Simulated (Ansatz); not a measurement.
# BClH₂O₂: up Jacob's ladder to CCSD(T)

One table from this session's results is given with a row withheld; the runs are named, their logs left out.

Computed with Ansatz 0.2.0, Gaussian basis. Level: functionals in def2-TZVPP, the program's frozen cores in correlated methods.

Plan: LDA (SPW92), PBE-D4, revPBE-D4, BLYP-D4, r2SCAN-D4, B97M-V, PBE0-D4, B3LYP-D4, r2SCANh-D4, r2SCAN0-D4, HSE06-D4, BHLYP-D4, CAM-B3LYP-D4, LC-ωPBE, ωB97X-V, ωB97M-V, B2PLYP, PBE-QIDH; CCSD(T)/def2-SVP; CCSD(T)/def2-TZVPP; MP2/def2-QZVPP; extrapolation to the limit; RPA on PBE.

### The geometry

An earlier PBE0-D4 in a triple-zeta def2 set relaxation fixed the geometry.

SMILES `OB(O)Cl`, 6 atoms, charge 0, spin multiplicity 1.

Atoms are counted from 1 here; the program's logs count them from 0.

Bond lengths: O1–B2 1.357 Å, O1–H5 0.960 Å, B2–O3 1.349 Å, B2–Cl4 1.771 Å, O3–H6 0.962 Å. Angles: B2–O1–H5 113.5°, O1–B2–O3 121.0°, O1–B2–Cl4 120.9°, O3–B2–Cl4 118.0°, B2–O3–H6 112.0°.

Coordinates:

```
O     0.1578    1.0254   -0.4421
B    -0.1280   -0.2276   -0.0073
O     0.6092   -0.8139    0.9581
Cl   -1.4814   -1.1414   -0.6917
H    -0.4344    1.3365   -1.1300
H     1.3190   -0.2430    1.2670
```

The first run:

Contents of in.yaml:

```yaml
crystal:
  periodic: [false, false, false]
  atoms:
    - {symbol: O, position_ang: [0.157763, 1.025353, -0.442076]}
    - {symbol: B, position_ang: [-0.128038, -0.227550, -0.007300]}
    - {symbol: O, position_ang: [0.609247, -0.813859, 0.958057]}
    - {symbol: Cl, position_ang: [-1.481443, -1.141367, -0.691707]}
    - {symbol: H, position_ang: [-0.434413, 1.336483, -1.130037]}
    - {symbol: H, position_ang: [1.318984, -0.242961, 1.266962]}
basis:
  gaussian: {orbitals: def2-TZVPP}
hamiltonian: {xc: lda}
output: {orbitals: {seedname: orbitals}}
```

Steps of the session up to this table: LDA; PBE-D4 (GGA); revPBE-D4 (GGA); BLYP-D4 (GGA); r2SCAN-D4 (meta-GGA); B97M-V (meta-GGA); PBE0-D4 (hybrid); B3LYP-D4 (hybrid); r2SCANh-D4 (hybrid); r2SCAN0-D4 (hybrid); HSE06-D4 (hybrid); BHLYP-D4 (hybrid); CAM-B3LYP-D4 (range-separated); LC-ωPBE-D4 (range-separated; the results give it without D4); ωB97X-V (range-separated); ωB97M-V (range-separated); B2PLYP (double hybrid); PBE-QIDH (double hybrid).

One table of the session follows, with a row left open; its other results are not shown here.

It belongs to the step «Orbital energies across the functionals». 

```
  functional  HOMO (eV)  LUMO (eV)  gap (eV)
 LDA (SPW92)      -7.79      -0.47      7.32
      PBE-D4      -7.64      -0.32      7.32
   revPBE-D4          ?          ?         ?
     BLYP-D4      -7.48      -0.39      7.10
   r2SCAN-D4      -8.01       0.42      8.43
      B97M-V      -8.11      -0.04      8.07
     PBE0-D4      -9.14       0.53      9.67
    B3LYP-D4      -8.85       0.13      8.98
  r2SCANh-D4      -8.56       0.66      9.22
  r2SCAN0-D4      -9.39       1.00     10.38
    HSE06-D4      -8.73       0.16      8.90
    BHLYP-D4     -10.49       1.10     11.59
CAM-B3LYP-D4     -10.56       1.23     11.79
     LC-ωPBE     -12.03       2.60     14.63
     ωB97X-V     -11.63       2.38     14.01
     ωB97M-V     -11.46       1.91     13.37
```

Estimate the missing values for revPBE-D4.

As computed: HOMO (eV): -7.58; LUMO (eV): -0.24; gap (eV): 7.34. In the column «HOMO (eV)» it lies between PBE-D4 (-7.64) and BLYP-D4 (-7.48).
